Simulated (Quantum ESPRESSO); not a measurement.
# HfB in Quantum ESPRESSO: the effect of target pressure

The system is HfB.

```
Hf B
1.0
     0.00000    2.31000    2.31000
     2.31000    0.00000    2.31000
     2.31000    2.31000    0.00000
Hf B
1 1
Direct
  0.50000 0.50000 0.50000
  0.00000 0.00000 0.00000
```

Alike in all runs:

```yaml
Program: Quantum ESPRESSO 7.5
Task: phonons
Functional: PBE
Potentials_or_basis: GBRV 1.5 PBE
Cutoff: 612 eV
Density_cutoff: 4898 eV
k_mesh: 10 × 10 × 10
Occupations: cold, width 0.2 eV
Spin: no spin polarisation
```

Each run relaxes the cell or the atoms first.

Question: One run gave: relaxed volume 14.15 Å³/atom; highest phonon frequency 451 cm⁻¹. Which target pressure did it use?
A. 10 GPa
B. 20 GPa
C. 0 GPa
D. 5 GPa
E. 40 GPa

Answer: C.

```csv
target pressure,relaxed volume (Å³/atom),highest phonon frequency (cm⁻¹)
0 GPa,14.15,451
5 GPa,13.77,468
10 GPa,13.43,484
20 GPa,12.85,512
40 GPa,11.96,559
```

Caveats: the cell is more than 3 GPa from zero pressure, which shifts response properties (some runs).
